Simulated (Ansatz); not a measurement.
# CH7OPSi2: the cost of one run

Program: Ansatz 0.2.0. Level of theory: RKS PBE/STO-3G. These are calculated values, not measurements.

### 1 The system as given

Bond lengths: C1–Si2 1.775 Å, Si2–P3 2.218 Å, P3–O4 1.498 Å, P3–Si5 2.204 Å, O4–Si5 1.641 Å, C1–H6 1.102 Å, C1–H7 1.115 Å, C1–H8 1.152 Å, Si2–H9 1.497 Å, Si2–H10 1.502 Å, Si5–H11 1.515 Å, Si5–H12 1.454 Å. Angles (14 of 22 angles, heavy atoms first): C1–Si2–P3 110.1°, Si2–P3–O4 103.3°, Si2–P3–Si5 95.7°, O4–P3–Si5 48.1°, P3–O4–Si5 89.1°, P3–Si5–O4 42.8°, C1–Si2–H9 111.1°, C1–Si2–H10 110.4°, P3–Si2–H9 111.4°, P3–Si2–H10 108.8°, Si2–C1–H6 116.1°, Si2–C1–H7 112.9°, Si2–C1–H8 112.5°, P3–Si5–H11 120.3°.

Coordinates:

```xyz
12

C    -0.8690    1.4601    0.5239
Si    0.6138    0.5575    0.8921
P     1.5329   -0.1947   -0.9809
O     0.3500   -0.5916   -1.8103
Si    0.3560   -2.0557   -1.0692
H    -1.6749    0.8888    0.0366
H    -1.3332    1.9191    1.4284
H    -0.6764    2.3604   -0.1685
H     0.3409   -0.5575    1.8527
H     1.6031    1.4413    1.5967
H    -0.8985   -2.2059   -0.2341
H     0.7323   -3.0770   -2.0335
```

### 2 End point A

input.yaml

```yaml
crystal:
  periodic: [false, false, false]
  atoms:
    - { symbol: C, position_ang: [-0.869, 1.4601, 0.5239] }
    - { symbol: Si, position_ang: [0.6138, 0.5575, 0.8921] }
    - { symbol: P, position_ang: [1.5329, -0.1947, -0.9809] }
    - { symbol: O, position_ang: [0.35, -0.5916, -1.8103] }
    - { symbol: Si, position_ang: [0.356, -2.0557, -1.0692] }
    - { symbol: H, position_ang: [-1.6749, 0.8888, 0.0366] }
    - { symbol: H, position_ang: [-1.3332, 1.9191, 1.4284] }
    - { symbol: H, position_ang: [-0.6764, 2.3604, -0.1685] }
    - { symbol: H, position_ang: [0.3409, -0.5575, 1.8527] }
    - { symbol: H, position_ang: [1.6031, 1.4413, 1.5967] }
    - { symbol: H, position_ang: [-0.8985, -2.2059, -0.2341] }
    - { symbol: H, position_ang: [0.7323, -3.077, -2.0335] }
basis:
  gaussian: { orbitals: STO-3G }
hamiltonian:
  xc: pbe
relax:
  f_tol: 0.015
  max_steps: 40
```

Command:

```bash
$ ansatz run input.yaml --threads 1 --pin off --max-ram 2048MiB --backend cpu --events-out ev --progress --plain --runs-dir out
```

Q: Estimate wall time and peak memory on 1 thread of Intel Xeon at 2.70GHz, shared host.

About 2.8 min, with a peak of 0.16 GiB.
